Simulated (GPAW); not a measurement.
# TaTe in GPAW: convergence with density grid spacing (A)

The system is TaTe.

```xyz
2
Lattice="3.4201 0.0000 0.0000 0.0000 3.4201 0.0000 0.0000 0.0000 3.4201" Properties=species:S:1:pos:R:3 pbc="T T T"
Ta    1.7100    1.7100    1.7100
Te    0.0000    0.0000    0.0000
```

The cell was built by a generator and needn't be a form met in nature.

```yaml
Program: GPAW 26.7.0
Task: convergence study
Functional: LDA
Potentials_or_basis: the program's PAW data sets (release 1.2.1) made for this functional
Cutoff: 600 eV
Basis: pw
Grid_spacing: 0.24 Å
k_mesh: 8 × 8 × 8
Occupations: fermi-dirac, width 0.05 eV
Spin: no spin polarisation
```

These are the settings of the first run; the series varies density grid spacing (A), with any setting tied to it.

Hardware: 1 thread of Arm Neoverse V1, on a shared host.

```
density grid spacing (A)  energy less the tightest run, at zero smearing (meV/atom)  SCF cycles  CPU time (s)  peak memory (GiB)
                    0.24                                                       0.04           9            10               0.15
                     0.2                                                       0.00           9            14               0.16
                    0.17                                                       0.00           9            18               0.16
                    0.15                                                       0.00           9            20               0.16
                    0.13                                                       0.00           9            28               0.17
                    0.11                                                       0.00           9            29                0.2
                    0.09                                                       0.00           9            69               0.27
```

Against the tightest run, the energy stays within 1 meV/atom from 0.24 on. The tightest run that finished is the yardstick and may itself not be fully converged.

The run has no spin-orbit coupling, so splittings on Ta, Te are missing.
